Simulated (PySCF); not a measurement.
# triplet SiPH5O2: levels of theory compared

We compute a comparison of 3 runs (UHF/3-21G, UM06-2X/6-31G*, UM06-L/6-31G*) of triplet SiPH5O2. The job is set up through a Python script.

The calculation is run with PySCF 2.14.0.

2 further runs of the same task are left out: 2 set aside as unsound or not needed. Runs told in other sessions of the task aren't counted.

## Step 1: The molecule

The species is SiPH5O2 (9 atoms), meant as a triplet with charge 0. SMILES of the parent species: `O[SiH2]OP`. The shape is that of a PBE0-D4/def2-TZVP optimisation. This is one conformer, not always the lowest. That shape belongs to the parent species and isn't relaxed for this state.

Bond lengths: O1–Si2 1.637 Å, Si2–O3 1.648 Å, O3–P4 1.646 Å, O1–H5 0.958 Å, Si2–H6 1.486 Å, Si2–H7 1.473 Å, P4–H8 1.424 Å, P4–H9 1.424 Å. Some angles: O1–Si2–O3 112.6°, Si2–O3–P4 125.8°, O1–Si2–H6 109.8°, O1–Si2–H7 106.9°, O3–Si2–H6 108.4°, O3–Si2–H7 105.8°, Si2–O1–H5 118.2°, O3–P4–H8 98.7°, O3–P4–H9 98.7°, H6–Si2–H7 113.3°.

## Step 2: The energy at UHF/3-21G (run 1)

Contents of input.xyz:

```xyz
9

O     -0.307900     1.144300    -1.642900
Si     0.817700     0.562000    -0.606400
O      0.302400    -0.778100     0.201800
P     -0.942200    -0.834900     1.277600
H     -0.998700     1.706900    -1.290600
H      1.170600     1.605300     0.391300
H      1.964500     0.123500    -1.421100
H     -0.305900    -1.590900     2.302600
H     -1.612000    -1.984300     0.770600
```

Contents of run.py:

```python
from pyscf import gto, scf

system = gto.Mole()
system.atom = 'input.xyz'
system.verbose = 3
system.spin = 2
system.charge = 0
system.basis = '3-21g'
system.max_memory = 1860
system.build()

myscf = scf.UHF(system)
myscf.conv_tol = 1e-10
myscf.kernel()
if not myscf.converged:
    myscf = myscf.newton().run(myscf.mo_coeff, myscf.mo_occ)

energy = myscf.e_tot
print('E = %.10f Eh' % energy)
```

Run with:

```sh
$ OMP_NUM_THREADS=1 python run.py
```

Output:

```text
WARN: HOMO 0.0354781044421144 >= LUMO -0.271534240686198

converged SCF energy = -778.06212928071  <S^2> = 2.0107541  2S+1 = 3.0071609
E = -778.0621292807 Eh
```

Run time: 1.1 s. Hardware: 1 thread of Arm Neoverse V1, shared host; peak memory 0.11 GiB.

## Step 3: The energy at UM06-2X/6-31G(d) (spherical functions) (run 2)

Contents of geometry.xyz:

```xyz
9
H5O2PSi
O     -0.307900     1.144300    -1.642900
Si     0.817700     0.562000    -0.606400
O      0.302400    -0.778100     0.201800
P     -0.942200    -0.834900     1.277600
H     -0.998700     1.706900    -1.290600
H      1.170600     1.605300     0.391300
H      1.964500     0.123500    -1.421100
H     -0.305900    -1.590900     2.302600
H     -1.612000    -1.984300     0.770600
```

Contents of job.py:

```python
from pyscf import gto, dft

mol = gto.M(
    atom='geometry.xyz',
    spin=2,
    charge=0,
    verbose=3,
    basis='6-31g*',
    max_memory=1860,
)

calc0 = dft.UKS(mol)
calc0.xc = 'm06-2x'
calc0.conv_tol = 1e-10
calc0.grids.level = 5
calc0.kernel()
if not calc0.converged:
    calc0 = calc0.newton().run(calc0.mo_coeff, calc0.mo_occ)

e_tot = calc0.e_tot
print('Final energy', e_tot)
```

Run with:

```sh
$ OMP_NUM_THREADS=1 python job.py
```

Output:

```text
WARN: HOMO -0.0449961248912136 >= LUMO -0.282695012668231

WARN: HOMO -0.126123067426509 >= LUMO -0.159149217706392

WARN: HOMO -0.134781374335181 >= LUMO -0.165304785847066

WARN: HOMO -0.129800203293432 >= LUMO -0.144554081660091

WARN: HOMO -0.132184371270364 >= LUMO -0.137697096834013

WARN: HOMO -0.133977251086824 >= LUMO -0.136862972436371

WARN: HOMO -0.133838083638754 >= LUMO -0.135864981316891

WARN: HOMO -0.134244059925813 >= LUMO -0.1360652704732

WARN: HOMO -0.134184028938692 >= LUMO -0.135898867767198

WARN: HOMO -0.134225053538254 >= LUMO -0.135953690774547

WARN: HOMO -0.134226860609232 >= LUMO -0.135950864584002

WARN: HOMO -0.13422763609418 >= LUMO -0.135950943819031

WARN: HOMO -0.134227196365978 >= LUMO -0.135950910643572

WARN: HOMO -0.134227626490308 >= LUMO -0.13595119401774

WARN: HOMO -0.1342275771765 >= LUMO -0.135951097042262

WARN: HOMO -0.134227606753003 >= LUMO -0.135951204658022

converged SCF energy = -784.03498128788  <S^2> = 2.0045752  2S+1 = 3.0030486
Final energy -784.0349812878795
```

Wall time 86 s (1 thread of Arm Neoverse V1, shared host); peak memory 0.46 GiB.

## Step 4: A single-point energy at UM06-L/6-31G(d) (spherical functions) (run 3)

Contents of start.xyz:

```xyz
9

O     -0.307900     1.144300    -1.642900
Si     0.817700     0.562000    -0.606400
O      0.302400    -0.778100     0.201800
P     -0.942200    -0.834900     1.277600
H     -0.998700     1.706900    -1.290600
H      1.170600     1.605300     0.391300
H      1.964500     0.123500    -1.421100
H     -0.305900    -1.590900     2.302600
H     -1.612000    -1.984300     0.770600
```

Contents of calc.py:

```python
from pyscf import gto, dft

molecule = gto.Mole()
molecule.atom = 'start.xyz'
molecule.basis = '6-31g*'
molecule.max_memory = 1860
molecule.verbose = 3
molecule.spin = 2
molecule.charge = 0
molecule.build()

ks = dft.UKS(molecule, xc='m06-l')
ks.grids.level = 5
ks.conv_tol = 1e-10
ks.kernel()
if not ks.converged:
    ks = ks.newton().run(ks.mo_coeff, ks.mo_occ)

energy = ks.e_tot
print('E = %.10f Eh' % energy)
```

Run with:

```sh
$ OMP_NUM_THREADS=1 python calc.py
```

Output:

```text
WARN: HOMO -0.0758961826184863 >= LUMO -0.283444471155237

WARN: HOMO -0.0356701741107841 >= LUMO -0.0868338003158593

WARN: HOMO -0.0397041296461742 >= LUMO -0.191863291434625

WARN: HOMO -0.0832966356151559 >= LUMO -0.229226928940678

WARN: HOMO -0.0676449015652585 >= LUMO -0.210802129881717

WARN: HOMO -0.0664545695135086 >= LUMO -0.20801908776991

WARN: HOMO -0.06661401235616 >= LUMO -0.207575966549924

WARN: HOMO -0.0660342228829234 >= LUMO -0.206297419599929

WARN: HOMO -0.066331114091347 >= LUMO -0.206450324378072

WARN: HOMO -0.0662884433007691 >= LUMO -0.206362857335744

WARN: HOMO -0.0662981838828096 >= LUMO -0.206368739406046

WARN: HOMO -0.0662913091996025 >= LUMO -0.20636026300015

WARN: HOMO -0.0662931807438016 >= LUMO -0.206363698459123

WARN: HOMO -0.0662937505886334 >= LUMO -0.20636474791503

WARN: HOMO -0.0662928114218788 >= LUMO -0.206364002208513

converged SCF energy = -784.125830789426  <S^2> = 2.0066582  2S+1 = 3.0044355
E = -784.1258307894 Eh
```

Run time: 81 s. Hardware: 1 thread of Arm Neoverse V1, shared host; peak memory 0.46 GiB.

## Step 5: All runs side by side

```
run                                 level  integration grid  energy (Eh)  dipole moment (D)  HOMO energy (eV)   ⟨S²⟩  wall time
  1                             UHF/3-21G                 –  -778.062129               2.71             -4.76  2.011      1.1 s
  2  UM06-2X/6-31G* (spherical functions)                 5  -784.034981               1.77             -3.65  2.005       86 s
  3   UM06-L/6-31G* (spherical functions)                 5  -784.125831               1.41             -1.80  2.007       81 s
```

## Step 6: Outcome

| quantity | value |
| --- | --- |
| run 3: total energy | -784.12583 Eh |
| run 3: dipole moment | 1.41 D |
| run 3: HOMO energy (highest over α and β) | -1.80 eV |
| run 3: ⟨S²⟩ | 2.007 |

The dipole moment (its size) runs from 1.41 D (UM06-L/6-31G*) to 2.71 D (UHF/3-21G). The two ends differ in method and basis. Totals of different functionals can't be ranked against each other. All runs together took 2.8 min, the longest 86 s.
